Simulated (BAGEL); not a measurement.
**[GaF4]− (SMILES [F][Ga-]([F])([F])[F]): HF/3-21G (density fitting with qzvpp-jkfit)**

What is the energy change on altering one bond length of [GaF4]− at HF/3-21G (density fitting with qzvpp-jkfit)? 

The results are computed with BAGEL 1.2.2.

6 further runs of the same task are left out: 5 that didn't finish, 1 set aside as unsound or not needed.

### 1 The system as given

The species is [GaF4]− (5 atoms), meant as a singlet with charge -1. SMILES: `[F][Ga-]([F])([F])[F]`. The shape comes from GFN2-xTB, which is rough for such elements, and wasn't checked as a minimum.

Bond lengths: Ga1–F2 1.766 Å, Ga1–F3 1.764 Å, Ga1–F4 1.765 Å, Ga1–F5 1.764 Å. Angles: F2–Ga1–F3 109.3°, F2–Ga1–F4 109.6°, F2–Ga1–F5 109.5°, F3–Ga1–F4 109.5°, F3–Ga1–F5 109.6°, F4–Ga1–F5 109.3°.

### 2 A single-point energy at HF/3-21G (density fitting with qzvpp-jkfit)

File input.json:

```json
{ "bagel" : [

{
  "title" : "molecule",
  "basis" : "3-21g",
  "df_basis" : "qzvpp-jkfit",
  "angstrom" : true,
  "geometry" : [
    { "atom" : "Ga", "xyz" : [       0.000160,      -0.000130,      -0.000070 ] },
    { "atom" : "F", "xyz" : [       0.013270,      -0.019080,       1.765320 ] },
    { "atom" : "F", "xyz" : [       1.660890,       0.011250,      -0.595480 ] },
    { "atom" : "F", "xyz" : [      -0.840540,       1.443030,      -0.571690 ] },
    { "atom" : "F", "xyz" : [      -0.833770,      -1.435070,      -0.598070 ] }
  ]
},

{ "title" : "hf", "charge" : -1 },

{ "title" : "print", "file" : "orbitals.molden", "orbitals" : true }

]}
```

The run is started by

```bash
$ BAGEL_NUM_THREADS=1 BAGEL input.json > input.out
```

What it wrote:

```text
* using 1 threads per process

  ===============================================================
  ===============================================================

  *** Geometry ***

  { "atom" : "Ga", "xyz" : [      0.000302,     -0.000246,     -0.000132 ] },
  { "atom" : "F", "xyz" : [      0.025077,     -0.036056,      3.335971 ] },
  { "atom" : "F", "xyz" : [      3.138627,      0.021259,     -1.125294 ] },
  { "atom" : "F", "xyz" : [     -1.588390,      2.726931,     -1.080338 ] },
  { "atom" : "F", "xyz" : [     -1.575597,     -2.711889,     -1.130189 ] },

  Number of auxiliary basis functions:      574

  Since a DF basis is specified, we compute 2- and 3-index integrals:
    o Being stored without compression. Storage requirement is 0.015 GB

  Number of basis functions:       58
  Number of electrons      :       67

    * METHOD: MOLECULE                             0.22

  *** RHF ***

  === Nuclear Repulsion ===
   423.8726233574

      * DIIS with orbital gradients will be used.

  === RHF iteration (3-21g) ===
      0      -2309.46523537          0.03517598           0.09
      1      -2309.69295808          0.01895928           0.08
      2      -2309.77514906          0.00053366           0.08
      3      -2309.77538947          0.00008634           0.08
      4      -2309.77539527          0.00001818           0.08
      5      -2309.77539553          0.00000269           0.08
      6      -2309.77539553          0.00000073           0.08
      7      -2309.77539553          0.00000025           0.08
      8      -2309.77539554          0.00000005           0.08
      9      -2309.77539553          0.00000001           0.08
     10      -2309.77539553          0.00000000           0.08
    * SCF iteration converged.

    * Permanent dipole moment:
           (   -0.000922,     0.000821,     0.000502) a.u.

    * METHOD: HF                                   1.06

    * METHOD: PRINT                                0.01

  ===============================================================
```

It took 1.4 s on 1 thread of Arm Neoverse V2, shared host; peak memory 0.11 GiB.

### 3 The distorted shape, same level

File job.json:

```json
{ "bagel" : [

{
  "title" : "molecule",
  "basis" : "3-21g",
  "df_basis" : "qzvpp-jkfit",
  "angstrom" : "true",
  "geometry" : [
    { "atom" : "Ga", "xyz" : [   -0.015572,    0.022610,   -2.118549 ] },
    { "atom" : "F", "xyz" : [    0.013270,   -0.019080,    1.765320 ] },
    { "atom" : "F", "xyz" : [    1.645158,    0.033990,   -2.713959 ] },
    { "atom" : "F", "xyz" : [   -0.856272,    1.465770,   -2.690169 ] },
    { "atom" : "F", "xyz" : [   -0.849502,   -1.412330,   -2.716549 ] }
  ]
},
{
  "title" : "hf",
  "charge" : -1
},
{
  "title" : "print",
  "file" : "orbitals.molden",
  "orbitals" : "true"
}

]}
```

The run is started by

```bash
$ BAGEL_NUM_THREADS=1 BAGEL job.json > job.out
```

What it wrote:

```text
* using 1 threads per process

  ===============================================================
  ===============================================================

  *** Geometry ***

  { "atom" : "Ga", "xyz" : [     -0.029427,      0.042727,     -4.003477 ] },
  { "atom" : "F", "xyz" : [      0.025077,     -0.036056,      3.335971 ] },
  { "atom" : "F", "xyz" : [      3.108898,      0.064232,     -5.128639 ] },
  { "atom" : "F", "xyz" : [     -1.618120,      2.769904,     -5.083683 ] },
  { "atom" : "F", "xyz" : [     -1.605326,     -2.668917,     -5.133534 ] },

  Number of auxiliary basis functions:      574

  Since a DF basis is specified, we compute 2- and 3-index integrals:
    o Being stored without compression. Storage requirement is 0.015 GB

  Number of basis functions:       58
  Number of electrons      :       67

    * METHOD: MOLECULE                             0.22

  *** RHF ***

  === Nuclear Repulsion ===
   360.5952683309

      * DIIS with orbital gradients will be used.

  === RHF iteration (3-21g) ===
      0      -2309.15078232          0.03650424           0.08
      1      -2309.33292744          0.02585511           0.08
      2      -2309.52002279          0.00430446           0.08
      3      -2309.52589366          0.00067697           0.08
      4      -2309.52617963          0.00018378           0.08
      5      -2309.52621487          0.00003180           0.08
      6      -2309.52621597          0.00001179           0.08
      7      -2309.52621606          0.00000237           0.08
      8      -2309.52621606          0.00000085           0.08
      9      -2309.52621606          0.00000013           0.08
     10      -2309.52621606          0.00000006           0.08
     11      -2309.52621606          0.00000002           0.08
     12      -2309.52621606          0.00000001           0.08
    * SCF iteration converged.

    * Permanent dipole moment:
           (    0.024191,    -0.036317,     3.485903) a.u.

    * METHOD: HF                                   1.21

    * METHOD: PRINT                                0.01

  ===============================================================
```

Wall time 1.6 s (1 thread of Arm Neoverse V2, shared host); peak memory 0.11 GiB.

### 4 Summary of results

At HF/3-21G (density fitting with qzvpp-jkfit):

| quantity | value |
| --- | --- |
| first shape: total energy | -2309.77540 Eh |
| first shape: HOMO energy | -9.40 eV |
| first shape: LUMO energy | 9.08 eV |
| first shape: HOMO–LUMO gap (to an unbound level, set by the basis) | 18.48 eV |
| distorted shape: total energy | -2309.52622 Eh |
| distorted shape: HOMO energy | -2.97 eV |
| distorted shape: LUMO energy | 3.67 eV |
| distorted shape: HOMO–LUMO gap (to an unbound level, set by the basis) | 6.63 eV |
| energy change with the Ga1–F2 bond stretched from 1.766 to 3.884 Å | 6.781 eV |

What this shows: With the Ga1–F2 bond stretched from 1.766 to 3.884 Å the energy rises by 6.78 eV (654 kJ/mol). The first shape isn't relaxed at this level, so the change isn't measured from a minimum.
